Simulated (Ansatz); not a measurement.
# SbAs: from a first cell to all-electron results

What cell, bands and charges does SbAs have, and do the methods agree? Methods of the runs shown: PAW, LAPW and crystal datasets. Its runs: cell and atoms relaxed (PAW and LAPW); the reference run (LAPW, PAW and crystal datasets).

Method: DFT LDA, with the methods named in each step, in Ansatz 0.2.0.

## 1. The starting structure

It takes space group R-3m (No. 166, trigonal). Conventional cell: a = 4.025 Å, b = 4.025 Å, c = 10.837 Å, α = 90.00°, β = 90.00°, γ = 120.00°. Sb (site symmetry -3m) is surrounded by 6 As at 2.94 Å. As (site symmetry -3m) is surrounded by 6 Sb at 2.94 Å.

Coordinates:

```cif
data_structure
_symmetry_space_group_name_H-M 'R-3m:H'
_symmetry_Int_Tables_number 166
_cell_length_a 4.0255
_cell_length_b 4.0255
_cell_length_c 10.8370
_cell_angle_alpha 90.000
_cell_angle_beta 90.000
_cell_angle_gamma 120.000
_cell_volume 152.08
loop_
_atom_site_label
_atom_site_type_symbol
_atom_site_symmetry_multiplicity
_atom_site_Wyckoff_symbol
_atom_site_fract_x
_atom_site_fract_y
_atom_site_fract_z
_atom_site_occupancy
Sb1 Sb 3 b 0.33333 0.66667 0.16667 1
As1 As 3 a 0.00000 0.00000 0.00000 1
```

The file gives the conventional cell by its symmetry; the runs use the cell typed in the input.

Atoms are numbered in the order of the input: Sb1, As2.

## 2. Cell and atoms relaxed, PAW

input.yaml reads:

```yaml
crystal:
  lattice:
    - [2.01275, 1.1620617543, 3.6123333333]
    - [-2.01275, 1.1620617543, 3.6123333333]
    - [0.0, -2.3241235086, 3.6123333333]
  atoms:
    - { symbol: Sb, position: [0.5, 0.5, 0.5] }
    - { symbol: As, position: [0.0, 0.0, 0.0] }
kpoints:
  mp_grid: { grid: [12, 12, 12] }
scf:
  occupations: { method: fermi_dirac, width: 0.05 }
hamiltonian:
  xc: lda
  pseudopotentials: { kind: paw }
output:
  forces: true
  stress: true
relax:
  f_tol: 0.005
  max_steps: 50
  cell: {}
```

Launch:

```bash
$ ansatz run input.yaml --threads 1 --pin off --max-ram 2048MiB --backend cpu --events-out ev --progress --plain --runs-dir out
```

Further steps of the session: The relaxed cell, LAPW; The relaxed cell, PAW; The relaxed cell, crystal datasets; Cell and atoms relaxed, LAPW.

**Question.** What will these runs give? Wanted: volume, relaxed; gap (for each run or level that gives them).

**Answer**, as computed:

```
              quantity                  value
 volume, relaxed (PAW)  23.470 Å³/atom, Fm-3m
volume, relaxed (LAPW)  23.470 Å³/atom, Fm-3m
            gap (LAPW)                   none
```

**Reading.** Relaxing changes the volume by -7.4 %, to 23.47 Å³/atom; LAPW takes no step, as its stress at PAW's cell is inside the tolerance. There is no gap at this level: the crystal is a metal or semimetal here, or the functional closes a real gap. Spin-orbit coupling is left out of this run, though the cell holds Sb; it can open or close small gaps. Within 0.3 eV of the Fermi level the largest projected share is Sb 5p (54 %). The projection holds only the free atom's occupied shells (Sb 5s, Sb 5p, As 4s, As 4p in this range). In pressure, PAW differs from LAPW by -0.03 GPa.
